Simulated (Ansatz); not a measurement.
From input file to script: Hf3Au, space group Pm-3m in Ansatz 0.2.0.

```yaml
crystal:
  lattice:
    - [4.35065, 0.0, 0.0]
    - [0.0, 4.35065, 0.0]
    - [0.0, 0.0, 4.35065]
  atoms:
    - { symbol: Hf, position: [0.5, 0.0, 0.0] }
    - { symbol: Hf, position: [0.0, 0.5, 0.0] }
    - { symbol: Hf, position: [0.0, 0.0, 0.5] }
    - { symbol: Au, position: [0.5, 0.5, 0.5] }
kpoints:
  mp_grid: { grid: [5, 5, 5], shift: [0.0, 0.0, 0.0] }
hamiltonian:
  xc: r2scan
scf:
  occupations: { method: gaussian, width: 0.1 }
output:
  write_density: true
  bader: true
  dos: { de: 0.1 }
```

On the command line:
```console
$ ansatz run input.yaml --threads 1 --pin off --max-ram 3072MiB --backend cpu --events-out ev --progress --plain --runs-dir out
Engine: ansatz 0.2.0, aarch64-unknown-linux-gnu
Pseudopotentials: kind: paw
Pseudopotential: Hf, paw, valence charge 26, recommended cutoff 500 eV (meta_gga), Hf.paw.azcp
Pseudopotential: Au, paw, valence charge 19, recommended cutoff 500 eV (meta_gga), Au.paw.azcp
Functional definition: r2SCAN
  parameter k0 = 0.174
  parameter k1 = 0.065
  parameter a1 = 4.9479
  exchange = r2scan_x(k0 = k0, k1 = k1, a1 = a1)
  correlation = r2scan_c
Crystal: 4 atoms, lattice volume = 82.350 Å³
Basis set: ecut = 500 eV, 2103 PW (Γ), exchange–correlation on 128×128×128 points (64 copies of the dense FFT grid, shifted against one another)
Bands: 59, of which v1, the nominal top of the filled ones, is band 49 counted from 1 (48 counted from 0)
Symmetry: 48 space group operations
Space group: Pm-3m (ITA 221), of the structure as read, at distance tolerance 4.4e-5 Å
k-points: 10 of 125
Non-local potential: Hf, projectors of the file, l = 0: 3, l = 1: 2, l = 2: 2, l = 3: 3
Non-local potential: Au, projectors of the file, l = 0: 3, l = 1: 2, l = 2: 2, l = 3: 1
PAW form: soft (Blöchl's): semilocal exchange-correlation on the pseudo side does not see the compensation charge
PAW frozen core: Hf, regenerated for the run's functional (the file was generated under x = pbe(κ = 0.804, μ = 0.2195149727645171), c = pbe(β = 0.06672455060314922))
PAW frozen core: Au, regenerated for the run's functional (the file was generated under x = pbe(κ = 0.804, μ = 0.2195149727645171), c = pbe(β = 0.06672455060314922))
PAW one-centre angular grid: Hf, 974 points (default); XC on 160 Gauss nodes
PAW one-centre angular grid: Au, 590 points (default); XC on 160 Gauss nodes
Initial density: superposition of atomic densities (neutral atoms: chi_scale 0, normalization atom), corrected by the library's trained network
Initial wavefunctions: pseudopotential atomic-orbital guess
Functional: x = r2scan, c = r2scan; τ floored in thin density (d = 2e-4 eV/Å³)
SCF iter   1: F=—  HF=-60363.396135 eV  |F-HF|=—  |Δ(HF+E_count)|=         —  Δρ=1.12e-2  dr2=1.70e-1  dr2_τ=7.58e-2  ethr=1.77e-3  ⟨swp⟩=4.5  Hψ=1688  notcnv=0  defer=2
preconditioner: auto → Kerker (q_TF=auto, 2.804 Å⁻¹)  [metal: Δε(μ)=0.044 eV  Ē_g=17.338 eV  σ=0.100 eV  W_gap=0.24  n_scr=26 (ndim 8)  ℏωp=37.3 eV  f_vac=0.000  D(μ)=8.65/eV (n_scr^D=122)]
SCF iter   2: F=—  HF=-60363.406865 eV  |F-HF|=—  |Δ(HF+E_count)|=   1.07e-2  Δρ=4.90e-3  dr2=4.88e-2  dr2_τ=4.37e-3  ethr=1.76e-4  ⟨swp⟩=2.1  Hψ=1237  notcnv=0  defer=26
SCF iter   3: F=—  HF=-60363.403289 eV  |F-HF|=—  |Δ(HF+E_count)|=   3.58e-3  Δρ=3.64e-3  dr2=2.06e-2  dr2_τ=8.66e-4  ethr=5.03e-5  ⟨swp⟩=2.0  Hψ=785  notcnv=0  defer=26
SCF iter   4: F=—  HF=-60363.401998 eV  |F-HF|=—  |Δ(HF+E_count)|=   1.29e-3  Δρ=1.25e-3  dr2=2.84e-3  dr2_τ=2.31e-4  ethr=2.12e-5  ⟨swp⟩=2.0  Hψ=820  notcnv=0  defer=26
SCF iter   5: F=—  HF=-60363.401641 eV  |F-HF|=—  |Δ(HF+E_count)|=   3.57e-4  Δρ=3.23e-4  dr2=8.53e-5  dr2_τ=8.34e-6  ethr=2.92e-6  ⟨swp⟩=2.3  Hψ=786  notcnv=0  defer=26
SCF iter   6: F=—  HF=-60363.401631 eV  |F-HF|=—  |Δ(HF+E_count)|=   1.01e-5  Δρ=7.01e-5  dr2=3.40e-6  dr2_τ=2.63e-7  ethr=8.79e-8  ⟨swp⟩=2.0  Hψ=1051  notcnv=0  defer=26
SCF iter   7: F=—  HF=-60363.401631 eV  |F-HF|=—  |Δ(HF+E_count)|=   1.19e-7  Δρ=2.42e-5  dr2=6.84e-7  dr2_τ=2.33e-8  ethr=3.51e-9  ⟨swp⟩=2.0  Hψ=1052  notcnv=0  defer=26
SCF iter   8: F=-60363.401631 eV  HF=-60363.401631 eV  |F-HF|=5.34e-8  |Δ(HF+E_count)|=   3.66e-8  Δρ=7.13e-6  dr2=6.39e-8  dr2_τ=5.69e-9  ethr=1.03e-10  ⟨swp⟩=7.0  Hψ=2022  notcnv=0
SCF 1 converged in 8 iterations: F = -60363.401631 eV  dr2 = 6.39e-8
  greatest PAW one-centre occupation: 1.003 electrons in one spin orbital (limit 2), on the Au atom at site 3 (counted from 0), in its partial waves of l = 0
SCF converged after 8 iterations
Free energy (F): -60363.401631 eV
Harris-Foulkes:  -60363.401631 eV  (|F-HF|=5.34e-8)
Internal energy: -60363.354692 eV  (E = F + TS)
E sigma→0 (E₀):  -60363.378162 eV
Entropy (-TS):   -0.046939 eV (-11.735 meV/atom)
Fermi energy:    20.281815 eV
--- Per-component energies (eV) ---
  E_band       = -131.150546
  E_kinetic    = 1876.206814
  E_local      = -16753.227554  (includes V_loc(G=0)·N_el)
  E_nonlocal   = -3676.052695
  E_hartree    = 7826.588344
  E_xc         = -1069.522007
  E_vxc        = -1190.054336  (∫ρ·V_xc dr)
  E_paw        = -30583.506942  (= ΣΔE_a)
  E_vpaw       = 3893.440088  (= ΣTr[D̂ρ^β])
  E_aug_tail   = 0.000615  (compensation charges beyond the density's cutoff)
  E_vtau       = 65.370652  (kinetic-family band-sum trace: ∫τ·v_τ [+ j·A + Jᵃ·Aᵃ] dr)
  E_ewald      = -17984.629509
  E_core_change = 0.788242  (= ΣΔE_core)
  E_smearing   = -0.046939  (= −TS)
  E_closure    = 0.000000  (closes the sum)
  Σ components = -60363.401631   (vs F -60363.401631, Δ=0.00e0)
--- Band table (eV; the first three rows and the last of 10) ---
  k-point 0: bands = ["-88.0667", "-43.2428", "-43.1470", "-43.1470", "-38.8279", "-38.8279", "-38.8279", "-11.5896", "-11.5896", "-11.5896", "-11.1720", "-11.1720", "-11.1720", "-10.8526", "-10.8526", "-10.8526", "8.3313", "8.3313", "8.3313", "8.3359", "8.3445", "8.3445", "8.3445", "8.3793", "8.3793", "8.3793", "8.3807", "8.3807", "8.3807", "8.4066", "8.4066", "8.4066", "8.4161", "8.4161", "8.4263", "8.4263", "8.4263", "11.9007", "14.4693", "14.4693", "14.9581", "14.9581", "14.9581", "16.1798", "19.6812", "19.6812", "19.6812", "20.4826", "20.4826", "22.4086", "22.4086", "22.4086", "24.5901", "24.5901", "24.5901", "26.1534", "26.1534", "27.4004", "28.0180"]
  k-point 1: bands = ["-88.0667", "-43.2349", "-43.1550", "-43.1469", "-38.8279", "-38.8279", "-38.8278", "-11.5517", "-11.5517", "-11.5321", "-11.1865", "-11.1865", "-11.1777", "-10.9297", "-10.8802", "-10.8802", "8.3294", "8.3343", "8.3343", "8.3414", "8.3452", "8.3452", "8.3486", "8.3766", "8.3766", "8.3770", "8.3788", "8.3834", "8.3834", "8.4028", "8.4061", "8.4061", "8.4084", "8.4161", "8.4208", "8.4214", "8.4214", "12.3787", "14.6416", "14.6582", "15.0274", "15.1002", "15.1002", "16.4649", "19.3356", "19.5935", "19.7068", "19.7068", "20.7535", "21.7315", "21.7315", "22.1522", "24.3246", "24.8523", "24.8523", "24.9764", "25.8731", "26.5019", "27.5832"]
  k-point 2: bands = ["-88.0667", "-43.2164", "-43.1737", "-43.1468", "-38.8278", "-38.8278", "-38.8278", "-11.4716", "-11.4716", "-11.3826", "-11.2282", "-11.2282", "-11.1869", "-11.1105", "-10.9251", "-10.9251", "8.3263", "8.3398", "8.3398", "8.3469", "8.3469", "8.3546", "8.3578", "8.3706", "8.3706", "8.3724", "8.3758", "8.3917", "8.3918", "8.3918", "8.3970", "8.4032", "8.4032", "8.4104", "8.4121", "8.4121", "8.4160", "13.5791", "14.9329", "14.9956", "15.1469", "15.3671", "15.3671", "16.3534", "18.0448", "19.4380", "19.4646", "19.4646", "21.5433", "21.5433", "21.5712", "21.9882", "22.9315", "23.9069", "23.9069", "23.9654", "24.0343", "26.2125", "26.8087"]
  k-point 9: bands = ["-88.0667", "-43.1847", "-43.1755", "-43.1755", "-38.8282", "-38.8282", "-38.8282", "-11.7411", "-11.5322", "-11.5269", "-11.5269", "-10.9755", "-10.9755", "-10.9565", "-10.8555", "-10.8555", "8.3233", "8.3263", "8.3263", "8.3445", "8.3445", "8.3540", "8.3555", "8.3585", "8.3585", "8.3597", "8.3597", "8.3621", "8.3936", "8.4010", "8.4010", "8.4264", "8.4264", "8.4283", "8.4327", "8.4327", "8.4365", "14.5175", "14.6590", "14.6590", "14.9841", "15.6391", "15.6391", "17.8672", "18.7318", "18.7318", "19.9340", "20.1003", "20.1003", "20.7398", "21.5766", "21.5766", "22.0448", "24.3562", "24.3562", "24.5899", "25.1792", "25.1792", "27.0951"]
--- Bader charges: 4 sites ---
  site symbol  charge [e]  shift [e]
     0     Hf      0.7599     0.0000
     1     Hf      0.7599     0.0000
     2     Hf      0.7599     0.0000
     3     Au     -2.2798     0.0000
  estimated error of the sums over rays = 5.0e-4 e
```

The cells in order, each with its output:

**Cell 1**
```python
import json
import warnings

import ansatz as az
import numpy as np
from pymatgen.core import Structure
from scipy.ndimage import map_coordinates
```

**Cell 2**
```python
warnings.simplefilter("ignore", az.DeckWarning)

hf3au = (
    az.Lattice.of((4.35065, 0.0, 0.0), (0.0, 4.35065, 0.0), (0.0, 0.0, 4.35065))
    .atom("Hf", (0.5, 0.0, 0.0))
    .atom("Hf", (0.0, 0.5, 0.0))
    .atom("Hf", (0.0, 0.0, 0.5))
    .atom("Au", (0.5, 0.5, 0.5))
)

# the calculation
model = (
    hf3au.calculation()
    .functional("r2scan")
    .kpoints(mesh=(5, 5, 5), center="gamma")
    .occupations(az.OccupationsMethod.GAUSSIAN, width=0.1)
    .density_of_states(energy_step=0.1)
    .bader_charges()
    .density()
)
done = model.run(threads=1, pin="off")
data = done.report
```

**Cell 3**
```python
data["n_kpoints"], data["n_symmetry_ops"], data["n_pw"]
```
Output:
```text
(10, 48, 2103)
```

**Cell 4**
```python
type(done).__name__, type(data).__name__
```
Output:
```text
('RunOutcome', 'dict')
```

**Cell 5**
```python
n_atoms = len(data["lattice"]["sites"])
print("F =", round(data["free_energy_ev"], 4), "eV for", n_atoms, "atoms")
print("E(sigma -> 0) =", round(data["energy_sigma0_ev"], 4), "eV, TS =", round(data["entropy_ts_ev"], 5), "eV")
print("closed by", data["closed_by"], "after", data["n_iterations"], "iterations")
```
Output:
```text
F = -60363.4016 eV for 4 atoms
E(sigma -> 0) = -60363.3782 eV, TS = 0.04694 eV
closed by deck_thresholds after 8 iterations
```

**Cell 6**
```python
dos = done.density_of_states()
energy = np.asarray(dos.energies_ev) - dos.fermi_ev
states, count = np.asarray(dos.spin_summed_g_bin_mean_per_ev), np.asarray(dos.spin_summed_integrated)
g_fermi = float(np.interp(0.0, energy, states))
print(f"g(E_F) = {g_fermi:.3f} states/eV per cell")
# Sommerfeld coefficient of bare band electrons: pi^2 k_B^2 g / 3
gamma = np.pi ** 2 / 3 * 8.617333e-5 ** 2 * g_fermi * 96485.33e3 / len(done.lattice.sites)
print(f"bare Sommerfeld coefficient {gamma:.2f} mJ/(mol of atoms K^2)")
for low, high in ((-10, -6), (-6, -3), (-3, 0), (0, 3)):
    print(f"states between {low} and {high} eV: {np.interp(high, energy, count) - np.interp(low, energy, count):.3f}")
```
Output:
```text
g(E_F) = 6.638 states/eV per cell
bare Sommerfeld coefficient 3.91 mJ/(mol of atoms K^2)
states between -10 and -6 eV: 1.255
states between -6 and -3 eV: 12.582
states between -3 and 0 eV: 8.869
states between 0 and 3 eV: 8.465
```

**Cell 7**
```python
charges = done.bader_charges()
for atom in charges.atoms:
    print(f"Bader charge {atom.symbol:2s} {atom.partial_charge_e:+.3f} e")
```
Output:
```text
Bader charge Hf +0.760 e
Bader charge Hf +0.760 e
Bader charge Hf +0.760 e
Bader charge Au -2.280 e
```

**Cell 8**
```python
final = Structure(done.lattice.cell_ang, [s.symbol for s in done.lattice.sites], [s.position_frac for s in done.lattice.sites])
# smooth valence density along the shortest bond of atom 0
rho = done.density()
total = sum(channel.density_e_per_ang3 for channel in rho.channels[:2])
grid_cell = np.asarray(rho.fft_grid_basis) @ done.lattice.cell_ang
partner = min(final.get_neighbors(final[0], 5.0), key=lambda n: n.nn_distance)
line = np.linspace(final[0].coords, partner.coords, 11)
points = (line @ np.linalg.inv(grid_cell)) * rho.dims
values = map_coordinates(total, points.T, order=3, mode="grid-wrap")
print(f"from {final[0].specie} to {partner.specie}, {partner.nn_distance:.3f} A")
for t, value in zip(np.linspace(0, partner.nn_distance, 11), values):
    print(f"{t:7.3f} A  {value:9.4f} e/A^3")
```
Output:
```text
from Hf to Hf, 3.076 A
  0.000 A    35.5356 e/A^3
  0.308 A    23.6024 e/A^3
  0.615 A     6.9945 e/A^3
  0.923 A     1.1181 e/A^3
  1.231 A     0.2738 e/A^3
  1.538 A     0.2052 e/A^3
  1.846 A     0.2738 e/A^3
  2.153 A     1.1181 e/A^3
  2.461 A     6.9945 e/A^3
  2.769 A    23.6024 e/A^3
  3.076 A    35.5356 e/A^3
```

**Cell 9**
```python
keep = ["free_energy_ev", "energy_sigma0_ev", "fermi_energy_ev", "n_iterations", "converged", "magnetization_mub", "n_kpoints"]
with open("hf3au.json", "w") as handle:
    json.dump({key: data[key] for key in keep}, handle, indent=1)
```

**Cell 10**
```python
# count neighbours out to a fixed multiple of the shortest distance
for index, (site, neighbours) in enumerate(zip(final, final.get_all_neighbors(5.5))):
    first = min(n.nn_distance for n in neighbours)
    shell = [n for n in neighbours if n.nn_distance < 1.1 * first]
    mean = sum(n.nn_distance for n in shell) / len(shell)
    print(f"atom {index} {site.specie.symbol}: {len(shell)} neighbours within 1.1 of the shortest distance, mean {mean:.3f} A")
```
Output:
```text
atom 0 Hf: 12 neighbours within 1.1 of the shortest distance, mean 3.076 A
atom 1 Hf: 12 neighbours within 1.1 of the shortest distance, mean 3.076 A
atom 2 Hf: 12 neighbours within 1.1 of the shortest distance, mean 3.076 A
atom 3 Au: 12 neighbours within 1.1 of the shortest distance, mean 3.076 A
```

Reading the output:
- Absolute energies stand on the zero of these potentials, so only differences at equal settings mean something. A total without «per atom» is that of the cell as typed.
- The run is spin-unpolarised.
- The mesh is modest for a metal, so energies can be off by several to tens of meV an atom and pressures by half a GPa or more; differences at equal mesh fare better.
- Spin-orbit coupling, which matters for elements this heavy, is left out.
- Densities and potentials on the grid are those of the valence electrons, and inside the cores they hang on the potentials used.
- This cell is a computed structure, which may not be the phase found in nature.
- The computed bands are complete only to about 5.0 eV above the Fermi level; beyond that the density of states is undercounted.
- The whole script took 26 s on 1 thread of Arm Neoverse V1 (shared host), peak memory 0.57 GiB.

(Lines on the test bed's own set-up are left out of the output.)
